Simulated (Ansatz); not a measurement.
Working through a search for lower mean-field states of CH5BrSn, SMILES [CH3][SnH2][Br]

With the Ansatz DFT code, driven from Python.

Typed at the interpreter:
```pycon
>>> import ansatz as az
>>> import numpy as np
>>> GEOMETRY = """
... C    -0.86820    0.65860   -0.26860
... Sn    0.61870   -0.70940    0.20510
... Br    2.74720    0.52750    0.60460
... H    -0.55400    1.27510   -1.19660
... H    -1.86640    0.15640   -0.48030
... H    -1.04820    1.42770    0.56190
... H     0.19400   -1.58750    1.65120
... H     0.86900   -1.80550   -1.13320
... """
>>> mol = az.Crystal.molecule()
>>> for line in GEOMETRY.strip().splitlines():
...     symbol, *xyz = line.split()
...     mol = mol.atom(symbol, [float(v) for v in xyz])
...
>>> symbols = [site.symbol for site in mol.cartesian_sites]
>>> start = np.array([site.position_ang for site in mol.cartesian_sites])
>>> for factor in [1.0, 1.3]:
...     xyz = (start - start.mean(axis=0)) * factor
...     scaled = az.Crystal.molecule()
...     for symbol, place in zip(symbols, xyz):
...         scaled = scaled.atom(symbol, place.tolist())
...     model = (
...         scaled.calculation()
...         .basis(gaussian="def2-SVP")
...         .functional("pbe0")
...         .spin("collinear")
...     )
...     for search in ("off", "standard"):
...         try:
...             data = model.scf(lower_state_search=search).run(threads=1).report
...         except az.AnsatzError as error:
...             print(f"x{factor} search {search}: {type(error).__name__}")
...             continue
...         state = data["mean_field"]["state"]
...         print(f"all distances x{factor}, search {search:8s} E = {data['free_energy_ev']:.5f} eV  <S^2> = {abs(state['spin_squared']):.3f}  other states met: {len(data['mean_field']['others'])}")
...
all distances x1.0, search off      E = -76978.31773 eV  <S^2> = 0.000  other states met: 0
all distances x1.0, search standard E = -76978.31773 eV  <S^2> = 0.000  other states met: 0
all distances x1.3, search off      E = -76969.77773 eV  <S^2> = 0.000  other states met: 0
all distances x1.3, search standard E = -76969.77773 eV  <S^2> = 0.000  other states met: 3
```

Total energies depend on the basis set; only differences at equal settings carry meaning. The count of other states can hold repeated and symmetry-equivalent ends of the search; scaling all distances is a test, and for more than two atoms no physical path. The geometry comes from a force field and isn't relaxed at this level. def2 sets replace the cores of elements past krypton by effective core potentials. The whole script took 27 s on 1 thread of Arm Neoverse V1 (shared host), peak memory 0.39 GiB.
